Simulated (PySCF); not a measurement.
# H₉NOSi₃: electronic excitations

Wanted: the electronic excitations of H₉NOSi₃ (`[SiH3]N[SiH2]O[SiH3]`), by calculation.

Computed with PySCF 2.14.0, with density-fitted response routines of our own, on a single molecule in the gas phase. Atoms count from 0, in the outputs and in this text.

## (1) The starting structure

14 atoms, charge 0, multiplicity 1; geometry from: GFN2-xTB.

Bonds of the start (Å): Si0–N1 1.73, N1–Si2 1.73, Si2–O3 1.62, O3–Si4 1.62, Si0–H5 1.47, Si0–H6 1.46, Si0–H7 1.47, N1–H8 1.01, Si2–H9 1.46, Si2–H10 1.46, Si4–H11 1.46, Si4–H12 1.46, Si4–H13 1.46.

## (2) TDDFT and polarisability: CAM-B3LYP/def2-SVPD

The job: settings as JSON, then the geometry in Å.

```
{"job": {"kind": "uv", "xc": "CAM-B3LYP", "basis": "def2-SVPD", "nstates": 8, "ntriplets": 3}, "charge": 0, "multiplicity": 1}
Si    -1.937905    -0.238644     0.812547
N     -1.239868     1.123677     0.003188
Si    -0.052213     1.173381    -1.250685
O      1.246084     0.311319    -0.816030
Si     2.332073    -0.234592     0.251755
H     -3.276846    -0.513803     0.270609
H     -1.065064    -1.387636     0.603828
H     -2.049986     0.115687     2.232315
H     -1.697930     2.000246     0.189283
H      0.337833     2.572364    -1.402477
H     -0.491518     0.514053    -2.477170
H      3.075715    -1.238745    -0.505800
H      1.639852    -0.804870     1.406995
H      3.179095     0.887115     0.659478
```

With the program's defaults for keys left out, this is: TDDFT CAM-B3LYP/def2-SVPD, vertical, gas phase, core orbitals frozen in the response.

On the command line:

```sh
$ OMP_NUM_THREADS=1 python probes_run.py task.json out
```

One launch serves the whole session: the jobs run in the order shown.

Predict these results of the whole session: lowest singlet (CAM-B3LYP/def2-SVPD); brightest single state of those computed; lowest triplet; surface potential, 1st and 99th percentile.

**Answer**, as computed:

| quantity | value |
| --- | --- |
| lowest singlet (CAM-B3LYP/def2-SVPD) | 6.41 eV (193 nm), f = 0.007 |
| brightest single state of those computed | state 2, 7.16 eV, f = 0.032 |
| lowest triplet | 6.11 eV |
| surface potential, 1st and 99th percentile | -0.60 V and 1.62 V |

In words: The first singlet state (HOMO→LUMO 0.81, HOMO→LUMO+1 0.10) lies at 6.41 eV and is weak; of the 8 states computed, the strongest absorption comes from state 2 at 7.16 eV. The lowest triplet lies 0.30 eV below the lowest singlet (triplets in Tamm-Dancoff, singlets in full TDDFT).
